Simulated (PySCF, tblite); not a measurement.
**C4H13BN2Si: geometry, infrared bands and NMR shifts**

Aim: predict the infrared bands and NMR shifts of C4H13BN2Si (`N[SiH2]NBC1CCC1`).

Computed with tblite 0.8.0 and PySCF 2.14.0, with density-fitted response routines of our own, on a single molecule in the gas phase. Atoms are numbered from 0 throughout.

**1. Starting geometry**

21 atoms, charge 0, multiplicity 1; geometry from: force field or distance geometry start.

Bonds of the start (Å): N0–Si1 1.81, Si1–N2 1.79, N2–B3 1.54, B3–C4 1.61, C4–C5 1.53, C5–C6 1.52, C6–C7 1.53, C7–C4 1.53, N0–H8 1.04, N0–H9 1.04, Si1–H10 1.47, Si1–H11 1.46, N2–H12 1.03, B3–H13 1.17, C4–H14 1.10, C5–H15 1.10, C5–H16 1.11, C6–H17 1.10, C6–H18 1.12, C7–H19 1.11, C7–H20 1.11.

**2. Relaxing the molecule with GFN2-xTB**

What the job is given:

```
{"job": {"kind": "relax", "xc": "GFN2-xTB", "basis": "xTB"}, "charge": 0, "multiplicity": 1}
N      4.303200    -0.198000     0.372000
Si     2.654500     0.496700     0.132800
N      1.489600    -0.841700    -0.074100
B      0.109600    -0.201500    -0.292100
C     -1.074500    -0.521000     0.757000
C     -2.387900    -0.941200     0.084100
C     -3.063100     0.305300     0.642300
C     -1.750400     0.734800     1.305000
H      4.956500     0.609700     0.452400
H      4.533300    -0.697200    -0.506400
H      2.291600     1.282400     1.325700
H      2.655500     1.356600    -1.044200
H      1.723400    -1.329800    -0.954100
H     -0.080800     0.507100    -1.207900
H     -0.770000    -1.211000     1.559500
H     -2.366000    -0.942000    -1.014200
H     -2.793000    -1.873900     0.526000
H     -3.392000     0.999000    -0.151800
H     -3.855100     0.061900     1.394900
H     -1.814700     0.722800     2.417100
H     -1.378800     1.698000     0.892600
```

Launch:

```sh
$ OMP_NUM_THREADS=1 python probes_run.py task.json out
```

One launch serves the whole session: the jobs run in the order shown.

**Question.** This job is followed by: GFN2-xTB harmonic vibrations, gas phase; GIAO PBE0/pcSseg-1 NMR shielding, non-relativistic, gas phase. Predict these results of the whole session: strongest single infrared mode (GFN2-xTB); zero-point energy (GFN2-xTB); 13C shifts against TMS (PBE0/pcSseg-1, means over atoms taken as alike); 1H shifts against TMS (PBE0/pcSseg-1, means over atoms taken as alike); 15N shifts against NH3 (PBE0/pcSseg-1); 29Si shifts against TMS (PBE0/pcSseg-1); 11B shifts against BF3·OEt2 (PBE0/pcSseg-1); surface potential, 1st and 99th percentile.

**Answer**, as computed:

| quantity | value |
| --- | --- |
| strongest single infrared mode (GFN2-xTB) | 1374 cm⁻¹, 462 km/mol |
| zero-point energy (GFN2-xTB) | 107.3 kcal/mol |
| 13C shifts against TMS (PBE0/pcSseg-1, means over atoms taken as alike) | 23.8, 23.7, 20.0 ppm |
| 1H shifts against TMS (PBE0/pcSseg-1, means over atoms taken as alike) | 5.55, 5.20, 3.91, 2.42, 2.17, 2.12, 1.99, 1.90, 0.06 ppm |
| 15N shifts against NH3 (PBE0/pcSseg-1) | 119.3, 10.8 ppm |
| 29Si shifts against TMS (PBE0/pcSseg-1) | -35.0 ppm |
| 11B shifts against BF3·OEt2 (PBE0/pcSseg-1) | 48.6 ppm |
| surface potential, 1st and 99th percentile | -1.05 V and 1.62 V |

The optimisation took 237 steps and gained 1.488 eV; among the close pairs (by a distance rule), N2–B3 changed most, from 1.537 to 1.395 Å. The lowest mode is imaginary (35i cm⁻¹), so the xTB geometry is not a minimum. The strongest single mode, at 1374 cm⁻¹, moves mainly B3 and N2. GFN2-xTB is a fitted tight-binding method: band positions and strengths are rough. Its intensities can rank the bands wrongly. At PBE0/pcSseg-1: Shielding is most anisotropic at N2 (span 148 ppm, paramagnetic term -176 ppm).
